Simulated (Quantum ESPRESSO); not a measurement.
Al3Pd, 4 atoms in the cell. It takes space group Pm-3m (No. 221, cubic). The conventional cell has a = 3.947 Å, b = 3.947 Å, c = 3.947 Å, α = 90.00°, β = 90.00°, γ = 90.00°. Around Pd (site symmetry m-3m) lie 12 Al at 2.79 Å. Al (site symmetry 4/mmm) is surrounded by 4 Pd at 2.79 Å and 8 Al at 2.79 Å. The cell comes from a database or a generator and needn't be the stable form of this composition.

- Program: Quantum ESPRESSO 7.5
- Task: Wannier functions
- Functional: LDA
- Potentials or basis: GBRV 1.5 LDA
- Cutoff: 612 eV
- Density cutoff: 4898 eV
- k mesh: 6 × 6 × 6
- Occupations: fermi-dirac, width 0.05 eV
- Spin: no spin polarisation
- Form of the LDA correlation: PZ81
- Mixing beta: 0.5
- Most SCF iterations: 120
- SCF threshold: 8e-10 Ry
- k mesh for the Wannier functions: 4 × 4 × 4

Potentials or basis: GBRV 1.5 LDA.

Launch:

```sh
$ OMP_NUM_THREADS=1 pw.x -in pw.in > pw.out
$ OMP_NUM_THREADS=1 pw.x -in nscf.in > nscf.out
$ wannier90.x -pp w
$ OMP_NUM_THREADS=1 pw2wannier90.x -in pw2wan.in > pw2wan.out
$ wannier90.x w
$ OMP_NUM_THREADS=1 pw.x -in bands.in > bands.out
```

Hardware: 1 thread of AMD EPYC (Zen 3), with other jobs on the host.

Task: Estimate the wall time of this run.

Result: It took 5.7 min on 1 thread of AMD EPYC (Zen 3), with other jobs on the host, peak memory 0.21 GiB. Counts: scf iterations 12, k pools 1, bands 19, k points 20, g dense 47937.
